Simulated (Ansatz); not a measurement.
**CH₅AlOS: basis-set convergence**

An exercise on one series of results from a longer session: the logs are not shown, and one member is left open.

Computed with Ansatz 0.2.0, Gaussian basis. Level: one geometry, several basis sets.

The runs, in order: PBE0-D4/def2-SVP; ωB97M-V/def2-SVP; PBE0-D4/def2-QZVPP; ωB97M-V/def2-QZVPP; the functionals' def2-TZVPP values are taken from earlier runs.

## The geometry

All runs share one geometry, relaxed beforehand with PBE0-D4 in a triple-zeta def2 set.

9 atoms, charge 0, spin multiplicity 1.

Atoms are counted from 1 here; the program's logs count them from 0.

Bond lengths: C1–O2 1.394 Å, C1–H5 1.098 Å, C1–H6 1.095 Å, C1–H7 1.095 Å, O2–Al3 1.679 Å, Al3–S4 2.185 Å, Al3–H8 1.569 Å, S4–H9 1.345 Å. Angles: O2–C1–H5 112.7°, O2–C1–H6 110.2°, O2–C1–H7 110.1°, H5–C1–H6 107.8°, H5–C1–H7 107.8°, H6–C1–H7 108.0°, C1–O2–Al3 138.3°, O2–Al3–S4 120.8°, O2–Al3–H8 118.9°, S4–Al3–H8 120.3°, Al3–S4–H9 93.5°.

The first run:

Input file in.yaml:

```yaml
crystal:
  periodic: [false, false, false]
  atoms:
    - {symbol: C, position_ang: [0.612885, 1.288127, 0.163288]}
    - {symbol: O, position_ang: [0.207427, 0.389893, -0.822804]}
    - {symbol: Al, position_ang: [-0.503235, -1.128147, -0.920584]}
    - {symbol: S, position_ang: [-1.045342, -2.228805, 0.887864]}
    - {symbol: H, position_ang: [0.400171, 0.928333, 1.178614]}
    - {symbol: H, position_ang: [1.690251, 1.468046, 0.089941]}
    - {symbol: H, position_ang: [0.100062, 2.246446, 0.033053]}
    - {symbol: H, position_ang: [-0.773814, -1.748520, -2.335996]}
    - {symbol: H, position_ang: [-0.600003, -1.261873, 1.709624]}
basis:
  gaussian: {orbitals: def2-SVP}
hamiltonian: {xc: pbe0, dispersion: d4}
output: {orbitals: {seedname: orbitals}}
```

Among the steps run: PBE0-D4 in def2-SVP; ωB97M-V in def2-SVP; PBE0-D4 in def2-QZVPP; ωB97M-V in def2-QZVPP.

One of the session's tables, all rows but one given; the rest of the session is left out.

It belongs to the step «Density functionals: the series». 

| functional | basis | HOMO (eV) |
| --- | --- | --- |
| PBE0-D4 | def2-SVP | ? |
| PBE0-D4 | def2-TZVPP | -7.70 |
| PBE0-D4 | def2-QZVPP | -7.73 |
| ωB97M-V | def2-SVP | -9.70 |
| ωB97M-V | def2-TZVPP | -9.90 |
| ωB97M-V | def2-QZVPP | -9.93 |

Q: Estimate the row for PBE0-D4, def2-SVP from the others.

**Answer.** HOMO (eV): -7.55. In the column «HOMO (eV)» it is the highest.
